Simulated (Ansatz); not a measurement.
# BFH6NSi: the cost of one run

Program: Ansatz 0.2.0. Level of theory: RHF/def2-SVP. These are calculated values, not measurements.

### Step 1. Starting point

Bond lengths: N1–B2 1.574 Å, B2–F3 1.289 Å, B2–Si4 2.030 Å, N1–H5 1.026 Å, N1–H6 1.026 Å, N1–H7 1.029 Å, Si4–H8 1.458 Å, Si4–H9 1.466 Å, Si4–H10 1.458 Å. Angles (14 of 15 angles, heavy atoms first): N1–B2–F3 109.3°, N1–B2–Si4 124.3°, F3–B2–Si4 126.4°, B2–N1–H5 111.2°, B2–N1–H6 111.3°, B2–N1–H7 110.7°, B2–Si4–H8 108.2°, B2–Si4–H9 106.3°, B2–Si4–H10 108.5°, H5–N1–H6 106.9°, H5–N1–H7 108.3°, H6–N1–H7 108.3°, H8–Si4–H9 110.5°, H8–Si4–H10 112.6°.

Coordinates:

```xyz
10

N    -0.5178    1.1180   -0.9425
B     0.1853   -0.2507   -0.6110
F     0.5757   -0.8056   -1.7071
Si    0.4220   -0.9886    1.2649
H    -0.0285    1.9030   -0.4988
H    -1.4836    1.1348   -0.5967
H    -0.5359    1.2820   -1.9587
H    -0.3048   -2.2496    1.3524
H    -0.1604    0.0029    2.1742
H     1.8480   -1.1461    1.5233
```

### Step 2. End point A

File input.yaml:

```yaml
crystal:
  periodic: [false, false, false]
  atoms:
    - { symbol: "N", position_ang: [-0.51779, 1.11798, -0.94255] }
    - { symbol: B, position_ang: [0.18527, -0.25072, -0.61105] }
    - { symbol: F, position_ang: [0.57567, -0.80562, -1.70713] }
    - { symbol: Si, position_ang: [0.422, -0.9886, 1.26494] }
    - { symbol: H, position_ang: [-0.02848, 1.90297, -0.4988] }
    - { symbol: H, position_ang: [-1.48363, 1.13483, -0.59671] }
    - { symbol: H, position_ang: [-0.53587, 1.28201, -1.95866] }
    - { symbol: H, position_ang: [-0.30478, -2.24964, 1.3524] }
    - { symbol: H, position_ang: [-0.16039, 0.00287, 2.17425] }
    - { symbol: H, position_ang: [1.848, -1.14609, 1.52332] }
total_charge: 1
basis:
  gaussian: { orbitals: def2-SVP }
hamiltonian:
  xc: hf
relax:
  f_tol: 0.015
  max_steps: 40
output:
  orbitals: {}
```

On the command line:

```sh
$ ansatz run input.yaml --threads 1 --pin off --max-ram 2048MiB --backend cpu --events-out ev --progress --plain --runs-dir out
```

Q: Estimate wall time and peak memory on 1 thread of Intel Xeon Platinum 8259CL at 2.50GHz (Skylake/Cascade Lake), shared host.

About 13 s, with a peak of 0.17 GiB.
